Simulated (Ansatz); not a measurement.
# C₂H₃AlClF: small, medium and large basis sets

Aim: see how fast density functionals converge with the basis set for C₂H₃AlClF.

Method: one geometry, several basis sets; program: Ansatz 0.2.0, Gaussian basis.

Plan: PBE0-D4/def2-SVP; ωB97M-V/def2-SVP; PBE0-D4/def2-QZVPP; ωB97M-V/def2-QZVPP; the functionals' def2-TZVPP values are taken from earlier runs.

**1. The geometry**

The geometry comes from an earlier relaxation with PBE0-D4 in a triple-zeta def2 set; it is a stationary point, not always the lowest conformer.

SMILES `C=[C](Cl)[AlH][F]`, 8 atoms, charge 0, spin multiplicity 1.

Atoms are counted from 1 here; the program's logs count them from 0.

Bond lengths: C1–C2 1.332 Å, C1–H6 1.086 Å, C1–H7 1.087 Å, C2–Cl3 1.740 Å, C2–Al4 1.939 Å, Al4–F5 1.644 Å, Al4–H8 1.573 Å. Angles: C2–C1–H6 123.3°, C2–C1–H7 119.5°, H6–C1–H7 117.2°, C1–C2–Cl3 119.5°, C1–C2–Al4 120.1°, Cl3–C2–Al4 120.4°, C2–Al4–F5 119.9°, C2–Al4–H8 120.7°, F5–Al4–H8 119.4°.

**2. PBE0-D4 in def2-SVP**

in.yaml

```yaml
crystal:
  periodic: [false, false, false]
  atoms:
    - {symbol: C, position_ang: [-1.238533, -0.070222, 0.648638]}
    - {symbol: C, position_ang: [-0.072078, 0.495359, 0.344010]}
    - {symbol: Cl, position_ang: [0.344838, 2.032423, 1.044512]}
    - {symbol: Al, position_ang: [1.149566, -0.391995, -0.872062]}
    - {symbol: F, position_ang: [2.590517, 0.308088, -1.243441]}
    - {symbol: H, position_ang: [-1.961072, 0.380160, 1.323205]}
    - {symbol: H, position_ang: [-1.499059, -1.030027, 0.210840]}
    - {symbol: H, position_ang: [0.777918, -1.780887, -1.511403]}
basis:
  gaussian: {orbitals: def2-SVP}
hamiltonian: {xc: pbe0, dispersion: d4}
output: {orbitals: {seedname: orbitals}}
```

The run is started by

```sh
ansatz run in.yaml --threads 2 --pin off --events-out ev --progress --plain --max-ram 4352MiB
```

After this run come: ωB97M-V in def2-SVP; PBE0-D4 in def2-QZVPP; ωB97M-V in def2-QZVPP.

Q: Predict the results of all the runs planned. Wanted: PBE0-D4: double and triple zeta above quadruple; ωB97M-V: double and triple zeta above quadruple.

The runs gave:

```
                                       quantity           value
PBE0-D4: double and triple zeta above quadruple  13.36, 0.86 eV
ωB97M-V: double and triple zeta above quadruple  13.43, 0.81 eV
```

**Reading.** For PBE0-D4 the step from double to triple zeta gains 12.50 eV and the next only 0.86 eV. These are total energies; as a rule much of such shifts cancels in differences, which this series doesn't test.
